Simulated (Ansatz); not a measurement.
# YVC4N4: the cost of one run

Program: Ansatz 0.2.0. Level of theory: DFT PBE, scalar-relativistic, plane waves, PAW. These are calculated values, not measurements.

**1. The starting structure**

Symmetry: P-43m, No. 215, cubic system. The conventional cell has a = 6.116 Å, b = 6.116 Å, c = 6.116 Å, α = 90.00°, β = 90.00°, γ = 90.00°. Around Y (site symmetry -43m) lie 4 N at 2.21 Å. V (site symmetry -43m) has 4 C at 1.92 Å as nearest neighbours. C (site symmetry 3m) has 1 N at 1.17 Å as nearest neighbours. N (site symmetry 3m) has 1 C at 1.17 Å as nearest neighbours.

Structure file:

```cif
data_structure
_symmetry_space_group_name_H-M 'P-43m'
_symmetry_Int_Tables_number 215
_cell_length_a 6.1164
_cell_length_b 6.1164
_cell_length_c 6.1164
_cell_angle_alpha 90.000
_cell_angle_beta 90.000
_cell_angle_gamma 90.000
_cell_volume 228.82
loop_
_atom_site_label
_atom_site_type_symbol
_atom_site_symmetry_multiplicity
_atom_site_Wyckoff_symbol
_atom_site_fract_x
_atom_site_fract_y
_atom_site_fract_z
_atom_site_occupancy
Y1 Y 1 b 0.50000 0.50000 0.50000 1
V1 V 1 a 0.00000 0.00000 0.00000 1
C1 C 4 e 0.18095 0.18095 0.18095 1
N1 N 4 e 0.29139 0.29139 0.29139 1
```

The cell is invented: two interpenetrating cyanide-bridged diamond nets (P-43m, No. 215). Its size is a rough estimate.

**2. Probe: one point on a coarse mesh**

Input file input.yaml:

```yaml
crystal:
  lattice:
    - [6.11644875, 0.0, 0.0]
    - [0.0, 6.11644875, 0.0]
    - [0.0, 0.0, 6.11644875]
  atoms:
    - { symbol: "Y", position: [0.5, 0.5, 0.5] }
    - { symbol: V, position: [0.0, 0.0, 0.0], spin: 2.0 }
    - { symbol: C, position: [0.18095148, 0.18095148, 0.18095148] }
    - { symbol: C, position: [0.18095148, 0.81904852, 0.81904852] }
    - { symbol: C, position: [0.81904852, 0.18095148, 0.81904852] }
    - { symbol: C, position: [0.81904852, 0.81904852, 0.18095148] }
    - { symbol: "N", position: [0.29139135, 0.29139135, 0.29139135] }
    - { symbol: "N", position: [0.29139135, 0.70860865, 0.70860865] }
    - { symbol: "N", position: [0.70860865, 0.29139135, 0.70860865] }
    - { symbol: "N", position: [0.70860865, 0.70860865, 0.29139135] }
basis:
  ecutwfc: 420
kpoints:
  mp_grid: { grid: [4, 4, 4] }
hamiltonian:
  xc: pbe
scf:
  occupations: { method: gaussian, width: 0.1 }
  lower_state_search: "off"
output:
  forces: true
  stress: true
  eigenvalues: true
  populations: true
magnetization:
  spin_polarized: true
```

The run is started by

```console
ansatz run input.yaml --threads 1 --pin off --max-ram 2560MiB --backend cpu --events-out ev --progress --plain --runs-dir out
```

**Question.** How long does this run take on 1 thread of Arm Neoverse V2, shared host, and how much memory does it need?

About 31 s, with a peak of 0.51 GiB.
